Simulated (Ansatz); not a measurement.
**I (database structure): how the settings move a single-point run**

Aim: see which settings change the result for I (database structure), by how much, and at what cost.

Program: Ansatz 0.2.0. Level of theory: reference: DFT r2SCAN, plane waves, PAW, scalar-relativistic, no spin polarisation. These are calculated values, not measurements.

1 further run of the same task is left out (it didn't finish).

## 1. The starting structure

The structure is orthorhombic, space group Cmce (No. 64). Conventional cell: a = 7.161 Å, b = 4.733 Å, c = 9.653 Å, α = 90.00°, β = 90.00°, γ = 90.00°. I (site symmetry m) is surrounded by 1 I at 2.67 Å.

Coordinates:

```
I
1.0
     3.58057    2.36648    0.00000
     3.58057   -2.36648    0.00000
     0.00000    0.00000   -9.65346
I
4
Direct
  0.15000 0.85000 0.88300
  0.35000 0.65000 0.38300
  0.85000 0.15000 0.11700
  0.65000 0.35000 0.61700
```

## 2. The reference run

input.yaml

```yaml
crystal:
  lattice:
    - [3.58056556, 2.36647992, 0.0]
    - [3.58056556, -2.36647992, 0.0]
    - [0.0, 0.0, -9.65346137]
  atoms:
    - { symbol: I, position: [0.15, 0.85, 0.883] }
    - { symbol: I, position: [0.35, 0.65, 0.383] }
    - { symbol: I, position: [0.85, 0.15, 0.117] }
    - { symbol: I, position: [0.65, 0.35, 0.617] }
  symmetry: { tolerance: 0.0003 }
kpoints:
  mp_grid: { grid: [5, 5, 2], shift: [0, 0, 0] }
magnetization:
  spin_polarized: false
scf:
  occupations: { method: fermi_dirac }
hamiltonian:
  pseudopotentials: { kind: paw }
  xc: r2scan
basis:
  ecutwfc: 500
output:
  forces: true
  stress: true
  eigenvalues: true
  write_density: true
  write_potential: true
  elf: true
  volumetric_format: npy
```

Launch:

```sh
ansatz run input.yaml --threads 1 --pin off --max-ram 2560MiB --backend cpu --events-out ev --progress --plain --runs-dir out
```

## 3. Changed: lower_state_search full

input.yaml, as its differences from that of step 2:

```diff
@@ -17,2 +17,3 @@
   occupations: { method: fermi_dirac }
+  lower_state_search: full
 hamiltonian:
@@ -26,5 +27 @@
   eigenvalues: true
-  write_density: true
-  write_potential: true
-  elf: true
-  volumetric_format: npy
```

## 4. Changed: scf.algorithm direct_min

input.yaml, as its differences from that of step 2:

```diff
@@ -17,2 +17,3 @@
   occupations: { method: fermi_dirac }
+  algorithm: direct_min
 hamiltonian:
@@ -26,5 +27 @@
   eigenvalues: true
-  write_density: true
-  write_potential: true
-  elf: true
-  volumetric_format: npy
```

## 5. Variant: xc revpbe, ecutwfc 14.7 Ry

input.yaml, as its differences from that of step 2:

```diff
@@ -19,5 +19,5 @@
   pseudopotentials: { kind: paw }
-  xc: r2scan
+  xc: revpbe
 basis:
-  ecutwfc: 500
+  ecutwfc: "14.7 Ry"
 output:
@@ -26,5 +26 @@
   eigenvalues: true
-  write_density: true
-  write_potential: true
-  elf: true
-  volumetric_format: npy
```

**Question.** What will these runs give? Wanted: for each run, ending; energy change; pressure; gap; force.

**Answer**, as computed:

```tsv
run	ending	energy change	pressure (GPa)	gap (eV)	force (eV/Å)	cycles	time
reference	converged	0	2.1	1.62	0.75	7	22 s
1: lower_state_search full	converged	0.0 meV/atom	2.1	1.62	0.75	7	3.4 min
2: scf.algorithm direct_min	converged	0.0 meV/atom	2.1	1.62	0.75	6	56 s
3: xc revpbe, ecutwfc 14.7 Ry	converged	not comparable	5.8	1.36	1.20	7	2.4 s
```

Times don't compare one to one where runs were asked for different outputs or read a saved state (see the inputs); cycles may leave out searches for a lower state.

Residual by cycle in the longest SCF loop of each run; runs are numbered as in the table. The quantity is the density residual dr2, in eV.

```tsv
cycle	reference	run 1	run 2	run 3
1	0.0155	0.0155	0.0158	1.17
2	0.00427	0.00427	0.00327	0.129
3	4.0e-4	4.0e-4	2.9e-4	0.0134
4	5.4e-5	5.4e-5	2.9e-6	1.8e-4
5	1.2e-6	1.2e-6	3.1e-7	1.0e-5
6	3.1e-7	3.1e-7	1.6e-8	1.5e-6
7	1.5e-8	1.5e-8	-	7.1e-8
```

**Reading.** Of the converged runs whose energies compare with the reference's, none moves it noticeably. Run 3 ran under the cutoff that the potentials recommend, as the log warns, so basis error is mixed into its values. Of the variants the dearest is «lower_state_search full» (3.4 min), the cheapest «xc revpbe, ecutwfc 14.7 Ry» (2.4 s), on a shared host. The gap of the reference lacks spin-orbit coupling, though the cell holds I.
